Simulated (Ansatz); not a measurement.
# ClW: the cost of one run

Computed with Ansatz 0.2.0, Gaussian basis. Level: def2-QZVPP, core rule «outside noble gas», up to 9 orbitals frozen.

To be run: UHF; ROHF; CCSD(T) on UHF.

**1. The system**

The geometry is a PBE0/def2-TZVP stationary point (not a proven minimum) of the parent state, kept for this charge and spin. No spin-orbit coupling is included. Elements past krypton take def2 core potentials.

2 atoms, charge 1, spin multiplicity 5.

Atoms are counted from 1 here; the program's logs count them from 0.

Bond lengths: W1–Cl2 2.513 Å.

**2. UHF**

File in.yaml:

```yaml
crystal:
  periodic: [false, false, false]
  atoms:
    - {symbol: W, position_ang: [0.000000, 0.000000, 0.000000]}
    - {symbol: Cl, position_ang: [0.000000, 0.000000, 2.513200]}
basis:
  gaussian: {orbitals: "def2-QZVPP.json"}
total_charge: 1
magnetization: {spin_polarized: true, initial_magnetization: 4}
hamiltonian: {xc: hf}
output: {orbitals: {seedname: orbitals}}
```

Started as:

```
> ansatz run in.yaml --threads 1 --pin off --events-out ev --progress --plain --max-ram 4096MiB --backend cpu
```

Q: Estimate wall time and peak memory on 1 thread of AMD EPYC 7R13, shared host.

About 30 s, with a peak of 0.42 GiB.
